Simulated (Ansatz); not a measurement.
# CH6BNO2: up Jacob's ladder to CCSD(T)

The task here is to estimate one member of a computed series from the others.

Program: Ansatz 0.2.0, Gaussian basis. Level of theory: functionals in def2-TZVPP, the program's frozen cores in correlated methods. These are calculated values, not measurements.

Levels to be run: LDA (SPW92), PBE-D4, revPBE-D4, BLYP-D4, r2SCAN-D4, B97M-V, PBE0-D4, B3LYP-D4, r2SCANh-D4, r2SCAN0-D4, HSE06-D4, BHLYP-D4, CAM-B3LYP-D4, LC-ωPBE, ωB97X-V, ωB97M-V, B2PLYP, PBE-QIDH; CCSD(T)/def2-SVP; CCSD(T)/def2-TZVPP; MP2/def2-QZVPP; extrapolation to the limit; RPA on PBE.

## Structure used throughout

An earlier PBE0-D4 in a triple-zeta def2 set relaxation fixed the geometry.

SMILES `OBNCO`, 11 atoms, charge 0, spin multiplicity 1.

Atoms are counted from 1 here; the program's logs count them from 0.

Bond lengths: O1–B2 1.362 Å, O1–H6 0.965 Å, B2–N3 1.416 Å, B2–H7 1.197 Å, N3–C4 1.423 Å, N3–H8 1.004 Å, C4–O5 1.424 Å, C4–H9 1.100 Å, C4–H10 1.095 Å, O5–H11 0.962 Å. Angles: B2–O1–H6 111.4°, O1–B2–N3 121.8°, O1–B2–H7 118.8°, N3–B2–H7 119.3°, B2–N3–C4 124.5°, B2–N3–H8 119.6°, C4–N3–H8 115.8°, N3–C4–O5 109.1°, N3–C4–H9 110.6°, N3–C4–H10 109.5°, O5–C4–H9 108.7°, O5–C4–H10 110.7°, H9–C4–H10 108.2°, C4–O5–H11 108.4°.

The first run:

in.yaml

```yaml
crystal:
  periodic: [false, false, false]
  atoms:
    - {symbol: O, position_ang: [-0.365323, 1.867283, 0.524048]}
    - {symbol: B, position_ang: [-0.151010, 0.776266, 1.310708]}
    - {symbol: N, position_ang: [0.041261, -0.514527, 0.761609]}
    - {symbol: C, position_ang: [-0.074469, -0.827108, -0.621316]}
    - {symbol: O, position_ang: [0.833469, -0.016371, -1.360565]}
    - {symbol: H, position_ang: [-0.145906, 1.684651, -0.397258]}
    - {symbol: H, position_ang: [-0.135527, 0.915909, 2.499637]}
    - {symbol: H, position_ang: [0.343998, -1.265718, 1.354751]}
    - {symbol: H, position_ang: [-1.095781, -0.628964, -0.978260]}
    - {symbol: H, position_ang: [0.142077, -1.889996, -0.774597]}
    - {symbol: H, position_ang: [0.672713, -0.158524, -2.298156]}
basis:
  gaussian: {orbitals: def2-TZVPP}
hamiltonian: {xc: lda}
output: {orbitals: {seedname: orbitals}}
```

Steps of the session up to this table: LDA; PBE-D4 (GGA); revPBE-D4 (GGA); BLYP-D4 (GGA); r2SCAN-D4 (meta-GGA); B97M-V (meta-GGA); PBE0-D4 (hybrid); B3LYP-D4 (hybrid); r2SCANh-D4 (hybrid); r2SCAN0-D4 (hybrid); HSE06-D4 (hybrid); BHLYP-D4 (hybrid); CAM-B3LYP-D4 (range-separated); LC-ωPBE (range-separated); ωB97X-V (range-separated); ωB97M-V (range-separated); B2PLYP (double hybrid); PBE-QIDH (double hybrid).

One of the session's tables, all rows but one given; the rest of the session is left out.

It belongs to the step «Orbital energies across the functionals». 

| functional | HOMO (eV) | LUMO (eV) | gap (eV) |
| --- | --- | --- | --- |
| LDA (SPW92) | -6.36 | -0.62 | 5.74 |
| PBE-D4 | -6.20 | -0.43 | 5.76 |
| revPBE-D4 | ? | ? | ? |
| BLYP-D4 | -6.10 | -0.45 | 5.65 |
| r2SCAN-D4 | -6.47 | 0.20 | 6.67 |
| B97M-V | -6.59 | -0.15 | 6.43 |
| PBE0-D4 | -7.61 | 0.46 | 8.07 |
| B3LYP-D4 | -7.39 | 0.10 | 7.49 |
| r2SCANh-D4 | -7.01 | 0.49 | 7.50 |
| r2SCAN0-D4 | -7.81 | 0.90 | 8.72 |
| HSE06-D4 | -7.20 | 0.09 | 7.30 |
| BHLYP-D4 | -8.96 | 1.12 | 10.08 |
| CAM-B3LYP-D4 | -9.05 | 1.24 | 10.29 |
| LC-ωPBE | -10.42 | 2.56 | 12.98 |
| ωB97X-V | -10.06 | 2.39 | 12.45 |
| ωB97M-V | -9.98 | 1.93 | 11.91 |

Estimate the missing values for revPBE-D4.

**Answer.** HOMO (eV): -6.13; LUMO (eV): -0.36; gap (eV): 5.77. In the column «HOMO (eV)» it lies between PBE-D4 (-6.20) and BLYP-D4 (-6.10).
